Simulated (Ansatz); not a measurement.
## C₂H₅ClSi₂, SMILES C#C[SiH]([SiH3])Cl: a single point from an input written key by key, step by step

Program: Ansatz's Python interface.

The script reads `c2h5clsi2.yaml`:
```yaml
crystal:
  periodic: [false, false, false]
  atoms:
    - { symbol: C, position_ang: [-1.5131, 1.8925, 1.2758] }
    - { symbol: C, position_ang: [-0.8211, 1.3761, 0.5035] }
    - { symbol: Si, position_ang: [0.3066, 0.5188, -0.7026] }
    - { symbol: Si, position_ang: [0.7687, -1.6532, -0.0463] }
    - { symbol: Cl, position_ang: [-0.4881, 0.5902, -2.5829] }
    - { symbol: H, position_ang: [-2.2251, 2.4529, 1.9317] }
    - { symbol: H, position_ang: [1.6562, 1.2581, -0.7679] }
    - { symbol: H, position_ang: [1.6486, -2.3445, -0.9949] }
    - { symbol: H, position_ang: [-0.5741, -2.4186, 0.0559] }
    - { symbol: H, position_ang: [1.3244, -1.7236, 1.3306] }
basis:
  gaussian: { orbitals: cc-pVDZ }
hamiltonian:
  xc: { name: B97 }
output:
  forces: true
accuracy: medium
scf:
  lower_state_search: "off"
```

The cells in order, each with its output:

**Cell 1**
```python
import ansatz as az
import numpy as np
```

**Cell 2**
```python
session = az.Session.from_deck('c2h5clsi2.yaml')
rep = session.plan(threads=1).execute().report
```

**Cell 3**
```python
print(f'E = {rep["free_energy_ev"]:.6f} eV = {rep["free_energy_ev"] / 27.211386246:.7f} Ha')
print('converged:', rep['converged'], ' doubts:', rep['published_state_doubts'] or 'none')
symbols = ['C', 'C', 'Si', 'Si', 'Cl', 'H', 'H', 'H', 'H', 'H']
field = rep['mean_field']
print('<S^2> =', round(abs(field['state']['spin_squared']), 4), ' all-electron relativity setting:', field['relativity'])
print('passes:', field['passes'])
if 'symmetry' in field:
    print('occupied orbitals by irrep:', field['symmetry']['occupied'])

print('forces (eV/A)')
for symbol, f in zip(symbols, rep['forces_ev_ang']):
    print(f'  {symbol:2s} {f[0]:9.4f} {f[1]:9.4f} {f[2]:9.4f}')
charges = rep['charge_distribution']
dipole = np.array(charges['dipole_moment_e_ang']) * 4.803205
print('dipole (D): {:.3f} {:.3f} {:.3f}, length {:.3f}'.format(*dipole, np.linalg.norm(dipole)))
print('atom  Mulliken   Lowdin')
for symbol, m, l in zip(symbols, charges['mulliken_charges_e'], charges['lowdin_charges_e']):
    print(f'{symbol:4s} {m:9.3f} {l:8.3f}')
```
Output:
```text
E = -30427.998893 eV = -1118.2083345 Ha
converged: True  doubts: none
<S^2> = 0.0  all-electron relativity setting: none
passes: {'evaluations': 15, 'products': 0}
occupied orbitals by irrep: [{'A': 31}, {'A': 31}]
forces (eV/A)
  C    -5.7956    4.4176    5.9133
  C     5.0077   -3.7447   -5.4634
  Si    1.0764    0.8865    1.1296
  Si   -1.4333   -0.8333    0.5240
  Cl   -0.4852   -0.0099   -0.9595
  H     1.0543   -0.8672   -0.7810
  H    -0.6926   -0.1581    0.0547
  H     0.3656   -0.1876   -0.3755
  H     0.6497    0.3309   -0.1891
  H     0.2530    0.1659    0.1469
dipole (D): 0.068 0.168 1.365, length 1.377
atom  Mulliken   Lowdin
C       -0.193   -0.032
C        0.030   -0.134
Si       0.358   -0.033
Si       0.120    0.149
Cl      -0.204    0.173
H        0.036    0.053
H       -0.043   -0.050
H       -0.033   -0.044
H       -0.037   -0.039
H       -0.035   -0.043
```

These settings explore the input space; basis and method may be short of convergence. The geometry is a force-field or estimated start, not a minimum of this method, and the basis set is short of its limit. The Löwdin charges here are taken after orthogonalising the functions within each atom; they differ from plain Löwdin charges, and their signs can be unphysical. It ran for 7.9 s on 1 thread of Arm Neoverse V2, on a shared host, peak memory 0.25 GiB.

(Lines on the test bed's own set-up are left out of the output.)
